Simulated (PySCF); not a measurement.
# ClFH₄Si₂: electronic excitations at several levels of theory, part 2 of 2

PySCF 2.14.0. Atoms count from 0. The steps go on from the part before.

### Step 7. Ultraviolet spectrum: PBE0/aug-cc-pVDZ

Job settings and geometry (Å):

```
{"job": {"kind": "uv", "xc": "PBE0", "basis": "aug-cc-pVDZ"}, "charge": 0, "multiplicity": 1}
F     -1.824949    -1.297621    -0.693316
Si    -1.172367    -0.032532     0.103917
Si     1.150564    -0.081875    -0.184278
Cl     1.852760     1.584747     0.845049
H     -1.523159    -0.146828     1.548554
H     -1.740804     1.226811    -0.455934
H      1.546340     0.035063    -1.617106
H      1.771491    -1.305397     0.399352
```

With the program's defaults for keys left out, this is: TDDFT PBE0/aug-cc-pVDZ, vertical, gas phase, core orbitals frozen in the response.

Output:

```text
coarse grid: 8440 points
cycle   1  E = -1140.9793753413  dE =  8.851e-02  |g| = 5.172e-01  |ddm| = 5.369e+00
cycle   2  E = -1140.9020098211  dE =  7.737e-02  |g| = 8.557e-01  |ddm| = 1.977e+00
cycle   3  E = -1141.0321865693  dE = -1.302e-01  |g| = 5.248e-02  |ddm| = 1.083e+00
cycle   4  E = -1141.0327535531  dE = -5.670e-04  |g| = 2.321e-02  |ddm| = 1.642e-01
cycle   5  E = -1141.0329139920  dE = -1.604e-04  |g| = 3.061e-03  |ddm| = 5.388e-02
cycle   6  E = -1141.0329167061  dE = -2.714e-06  |g| = 5.978e-04  |ddm| = 8.397e-03
final grid: 68696 points
cycle   7  E = -1141.0496167926  dE = -5.979e-06  |g| = 1.031e-03  |ddm| = 4.577e-02
cycle   8  E = -1141.0496168505  dE = -5.798e-08  |g| = 9.505e-04  |ddm| = 5.430e-03
cycle   9  E = -1141.0496171048  dE = -2.543e-07  |g| = 1.608e-04  |ddm| = 2.218e-03
cycle  10  E = -1141.0496171110  dE = -6.106e-09  |g| = 5.749e-05  |ddm| = 4.086e-04
cycle  11  E = -1141.0496171114  dE = -4.966e-10  |g| = 2.147e-05  |ddm| = 9.941e-05
converged SCF energy = -1141.0496171114

Static polarisability (au): isotropic 70.089, principal 61.170 69.178 79.921

Singlet excitations
state   eV       nm        f      main configurations
  1   5.7134    217.0   0.00637   H->L 0.98
  2   6.5222    190.1   0.00330   H-1->L 0.97
  3   7.1794    172.7   0.00080   H-2->L 0.72, H->L+2 0.12, H->L+3 0.09
  4   7.1921    172.4   0.00305   H->L+1 0.80
  5   7.2626    170.7   0.05241   H->L+2 0.37, H->L+3 0.35, H-2->L 0.19
  6   7.2997    169.8   0.11598   H->L+3 0.32, H->L+4 0.24, H->L+2 0.18
  7   7.4389    166.7   0.01568   H-3->L 0.70, H->L+2 0.15, H->L+3 0.09
  8   7.7176    160.7   0.14474   H->L+4 0.67, H-3->L 0.14, H->L+2 0.09
  9   7.9958    155.1   0.02603   H-1->L+1 0.88
 10   8.0696    153.6   0.05658   H-1->L+2 0.48, H-1->L+3 0.46

Triplet excitations (Tamm-Dancoff, eV): 5.0611 6.2015 6.2286 6.6965
```

It took 16 s on 1 thread of Arm Neoverse N1, shared host; peak memory 0.62 GiB.

In short: HOMO -8.35 eV, LUMO -1.32 eV; lowest singlet 5.71 eV.

### Step 8. Ultraviolet spectrum: PBE0/aug-cc-pVTZ

Same as in step 7 but for these lines:

```diff
@@ -1,2 +1,2 @@
-{"job": {"kind": "uv", "xc": "PBE0", "basis": "aug-cc-pVDZ"}, "charge": 0, "multiplicity": 1}
+{"job": {"kind": "uv", "xc": "PBE0", "basis": "aug-cc-pVTZ"}, "charge": 0, "multiplicity": 1}
 F     -1.824949    -1.297621    -0.693316
```

Method: TDDFT PBE0/aug-cc-pVTZ, vertical, gas phase, core orbitals frozen in the response.

Output:

```text
coarse grid: 8440 points
cycle   1  E = -1141.0491875581  dE =  5.416e-02  |g| = 5.734e-01  |ddm| = 5.095e+00
cycle   2  E = -1140.9590615557  dE =  9.013e-02  |g| = 9.640e-01  |ddm| = 1.654e+00
cycle   3  E = -1141.1062087300  dE = -1.471e-01  |g| = 5.869e-02  |ddm| = 9.804e-01
cycle   4  E = -1141.1067456470  dE = -5.369e-04  |g| = 2.913e-02  |ddm| = 1.275e-01
cycle   5  E = -1141.1069475725  dE = -2.019e-04  |g| = 4.372e-03  |ddm| = 4.600e-02
cycle   6  E = -1141.1069519769  dE = -4.404e-06  |g| = 1.200e-03  |ddm| = 8.036e-03
final grid: 68696 points
cycle   7  E = -1141.1252224310  dE = -2.452e-05  |g| = 2.240e-03  |ddm| = 1.052e-01
cycle   8  E = -1141.1252220109  dE =  4.200e-07  |g| = 2.499e-03  |ddm| = 7.532e-03
cycle   9  E = -1141.1252236388  dE = -1.628e-06  |g| = 1.759e-04  |ddm| = 3.663e-03
cycle  10  E = -1141.1252236435  dE = -4.791e-09  |g| = 1.328e-04  |ddm| = 4.096e-04
cycle  11  E = -1141.1252236460  dE = -2.427e-09  |g| = 2.456e-05  |ddm| = 1.500e-04
cycle  12  E = -1141.1252236461  dE = -1.392e-10  |g| = 3.220e-06  |ddm| = 4.145e-05
converged SCF energy = -1141.1252236461

Static polarisability (au): isotropic 70.532, principal 61.737 69.560 80.298

Singlet excitations
state   eV       nm        f      main configurations
  1   5.6657    218.8   0.00693   H->L 0.98
  2   6.5092    190.5   0.00260   H-1->L 0.97
  3   7.1051    174.5   0.01713   H->L+2 0.66, H-2->L 0.28
  4   7.1636    173.1   0.00131   H->L+1 0.83
  5   7.1867    172.5   0.03283   H-2->L 0.67, H->L+2 0.28
  6   7.2737    170.5   0.10636   H->L+3 0.46, H->L+4 0.28, H-3->L 0.12
  7   7.4111    167.3   0.01365   H-3->L 0.70, H->L+3 0.24
  8   7.6766    161.5   0.15514   H->L+4 0.64, H->L+3 0.18, H-3->L 0.13
  9   7.9774    155.4   0.06033   H-1->L+2 0.93
 10   8.0034    154.9   0.02513   H-1->L+1 0.83, H-1->L+3 0.09

Triplet excitations (Tamm-Dancoff, eV): 4.9747 6.0441 6.2146 6.6951
```

It took 49 s on 1 thread of Arm Neoverse N1, shared host; peak memory 0.95 GiB.

In short: HOMO -8.35 eV, LUMO -1.36 eV; lowest singlet 5.67 eV.

### Step 9. Excited states and response: PBE0/def2-TZVPD

Same as in step 8 but for these lines:

```diff
@@ -1,2 +1,2 @@
-{"job": {"kind": "uv", "xc": "PBE0", "basis": "aug-cc-pVTZ"}, "charge": 0, "multiplicity": 1}
+{"job": {"kind": "uv", "xc": "PBE0", "basis": "def2-TZVPD"}, "charge": 0, "multiplicity": 1}
 F     -1.824949    -1.297621    -0.693316
```

Level: TDDFT PBE0/def2-TZVPD, vertical, gas phase, core orbitals frozen in the response.

Output:

```text
coarse grid: 8440 points
cycle   1  E = -1141.0598554884  dE =  4.212e-02  |g| = 5.751e-01  |ddm| = 2.094e+00
cycle   2  E = -1140.9677770692  dE =  9.208e-02  |g| = 9.679e-01  |ddm| = 8.220e-01
cycle   3  E = -1141.1167906431  dE = -1.490e-01  |g| = 5.883e-02  |ddm| = 4.980e-01
cycle   4  E = -1141.1172995252  dE = -5.089e-04  |g| = 3.126e-02  |ddm| = 7.112e-02
cycle   5  E = -1141.1175133712  dE = -2.138e-04  |g| = 4.334e-03  |ddm| = 2.627e-02
cycle   6  E = -1141.1175168518  dE = -3.481e-06  |g| = 1.467e-03  |ddm| = 4.281e-03
final grid: 68696 points
cycle   7  E = -1141.1202776322  dE = -2.165e-05  |g| = 3.481e-03  |ddm| = 2.268e-02
cycle   8  E = -1141.1202765506  dE =  1.082e-06  |g| = 3.862e-03  |ddm| = 4.950e-03
cycle   9  E = -1141.1202796003  dE = -3.050e-06  |g| = 5.180e-04  |ddm| = 2.894e-03
cycle  10  E = -1141.1202796389  dE = -3.859e-08  |g| = 1.693e-04  |ddm| = 2.869e-04
cycle  11  E = -1141.1202796442  dE = -5.304e-09  |g| = 3.230e-05  |ddm| = 1.299e-04
cycle  12  E = -1141.1202796445  dE = -2.974e-10  |g| = 4.520e-06  |ddm| = 2.693e-05
converged SCF energy = -1141.1202796445

Static polarisability (au): isotropic 70.342, principal 61.588 69.346 80.090

Singlet excitations
state   eV       nm        f      main configurations
  1   5.6540    219.3   0.00774   H->L 0.99
  2   6.5039    190.6   0.00209   H-1->L 0.97
  3   7.0614    175.6   0.02339   H->L+1 0.80, H-2->L 0.16
  4   7.1610    173.1   0.02483   H-2->L 0.82, H->L+1 0.15
  5   7.2696    170.6   0.01189   H->L+3 0.54, H->L+2 0.17, H-3->L 0.13
  6   7.3139    169.5   0.06911   H->L+2 0.70, H->L+4 0.13, H-3->L 0.12
  7   7.4366    166.7   0.01195   H-3->L 0.65, H->L+3 0.26
  8   7.7946    159.1   0.16837   H->L+4 0.68, H->L+3 0.12
  9   7.9424    156.1   0.10244   H-1->L+1 0.88
 10   8.1125    152.8   0.02332   H-1->L+2 0.71, H-1->L+3 0.23

Triplet excitations (Tamm-Dancoff, eV): 4.9427 5.9714 6.2098 6.7243
```

Wall time 27 s (1 thread of Arm Neoverse N1, shared host); peak memory 0.78 GiB.

In short: HOMO -8.35 eV, LUMO -1.36 eV; lowest singlet 5.65 eV.

### Step 10. Ultraviolet spectrum: PBE0/6-31+G*

Same as in step 9 but for these lines:

```diff
@@ -1,2 +1,2 @@
-{"job": {"kind": "uv", "xc": "PBE0", "basis": "def2-TZVPD"}, "charge": 0, "multiplicity": 1}
+{"job": {"kind": "uv", "xc": "PBE0", "basis": "6-31+G*"}, "charge": 0, "multiplicity": 1}
 F     -1.824949    -1.297621    -0.693316
```

With the program's defaults for keys left out, this is: TDDFT PBE0/6-31+G*, vertical, gas phase, core orbitals frozen in the response.

Output:

```text
coarse grid: 8440 points
cycle   1  E = -1140.9662655217  dE =  6.383e-02  |g| = 5.090e-01  |ddm| = 2.466e+00
cycle   2  E = -1140.8960772231  dE =  7.019e-02  |g| = 8.301e-01  |ddm| = 1.083e+00
cycle   3  E = -1141.0187202505  dE = -1.226e-01  |g| = 5.381e-02  |ddm| = 6.024e-01
cycle   4  E = -1141.0193853812  dE = -6.651e-04  |g| = 2.093e-02  |ddm| = 1.070e-01
cycle   5  E = -1141.0195204243  dE = -1.350e-04  |g| = 2.059e-03  |ddm| = 3.644e-02
cycle   6  E = -1141.0195216622  dE = -1.238e-06  |g| = 3.893e-04  |ddm| = 3.866e-03
final grid: 68696 points
cycle   7  E = -1140.9825532957  dE = -6.222e-06  |g| = 1.285e-03  |ddm| = 1.255e-02
cycle   8  E = -1140.9825531955  dE =  1.002e-07  |g| = 1.518e-03  |ddm| = 3.494e-03
cycle   9  E = -1140.9825537578  dE = -5.623e-07  |g| = 2.036e-04  |ddm| = 1.883e-03
cycle  10  E = -1140.9825537645  dE = -6.714e-09  |g| = 6.829e-05  |ddm| = 2.181e-04
cycle  11  E = -1140.9825537655  dE = -9.418e-10  |g| = 1.394e-05  |ddm| = 8.397e-05
converged SCF energy = -1140.9825537655

Static polarisability (au): isotropic 60.640, principal 53.301 60.454 68.165

Singlet excitations
state   eV       nm        f      main configurations
  1   5.7397    216.0   0.00653   H->L 0.99
  2   6.5122    190.4   0.00257   H-1->L 0.98
  3   7.2485    171.0   0.00327   H-2->L 0.96
  4   7.3619    168.4   0.06081   H-3->L 0.55, H->L+4 0.20, H->L+2 0.16
  5   7.3991    167.6   0.02896   H->L+1 0.75, H->L+2 0.22
  6   7.4978    165.4   0.04023   H->L+2 0.49, H-3->L 0.35, H->L+1 0.10
  7   7.5997    163.1   0.05157   H->L+3 0.91
  8   7.8548    157.8   0.21516   H->L+4 0.72, H->L+2 0.10
  9   8.1110    152.9   0.02565   H-1->L+1 0.95
 10   8.2665    150.0   0.00029   H-1->L+2 0.90

Triplet excitations (Tamm-Dancoff, eV): 5.1350 6.2303 6.5766 6.7860
```

It took 9.3 s on 1 thread of Arm Neoverse N1, shared host; peak memory 0.46 GiB.

This run: HOMO -8.44 eV, LUMO -1.38 eV; lowest singlet 5.74 eV.

### Step 11. Side by side: electronic excitations

Excitations and ground-state properties, with basis size and wall time:

| run | lowest singlet (eV) | brightest (eV) | f | gap (eV) | α (Å³) | μ (D) | functions | time |
| --- | --- | --- | --- | --- | --- | --- | --- | --- |
| wB97X-D/def2-SVPD | 5.98 | 8.37 | 0.212 | 10.69 | 10.19 | 0.12 | 130 | 46 s |
| LC-wPBE/def2-SVPD | 6.20 | 8.82 | 0.277 | 11.85 | 10.01 | 0.14 | 130 | 60 s |
| PBE0/6-31G* | 5.82 | 8.37 | 0.223 | 7.17 | 8.04 | 0.47 | 76 | 7.1 s |
| PBE0/def2-SVP | 5.90 | 8.59 | 0.244 | 7.27 | 8.46 | 0.10 | 88 | 8 s |
| PBE0/def2-TZVP | 5.71 | 8.12 | 0.242 | 7.08 | 9.55 | 0.10 | 166 | 19 s |
| PBE0/aug-cc-pVDZ | 5.71 | 7.72 | 0.145 | 7.03 | 10.39 | 0.13 | 140 | 16 s |
| PBE0/aug-cc-pVTZ | 5.67 | 7.68 | 0.155 | 6.99 | 10.45 | 0.11 | 288 | 49 s |
| PBE0/def2-TZVPD | 5.65 | 7.79 | 0.168 | 6.99 | 10.42 | 0.11 | 208 | 27 s |
| PBE0/6-31+G* | 5.74 | 7.85 | 0.215 | 7.06 | 8.99 | 0.23 | 92 | 9.3 s |

### Step 12. Results

This closing draws on all 2 parts.

```
                                quantity                        value
      lowest singlet (wB97X-D/def2-SVPD)  5.98 eV (207 nm), f = 0.008
brightest single state of those computed  state 8, 8.37 eV, f = 0.212
                          lowest triplet                      5.35 eV
       vertical ionisation energy (ΔSCF)                     10.57 eV
             range of the lowest singlet              5.65 to 6.20 eV
```

Single values in the summary come from the first sound run of each kind (wB97X-D/def2-SVPD), which need not be the best level. The first singlet state (HOMO→LUMO 0.97) lies at 5.98 eV and is weak; of the 10 states computed, the strongest absorption comes from state 8 at 8.37 eV. The lowest triplet lies 0.63 eV below the lowest singlet (triplets in Tamm-Dancoff, singlets in full TDDFT). ΔSCF puts the ionisation energy at 10.57 eV, 0.34 eV above −ε(HOMO). The lowest singlet runs from 5.65 eV (PBE0/def2-TZVPD) to 6.20 eV (LC-wPBE/def2-SVPD), while the orbital gap spans 6.99 to 11.85 eV. The lowest state need not be the same one in every run.
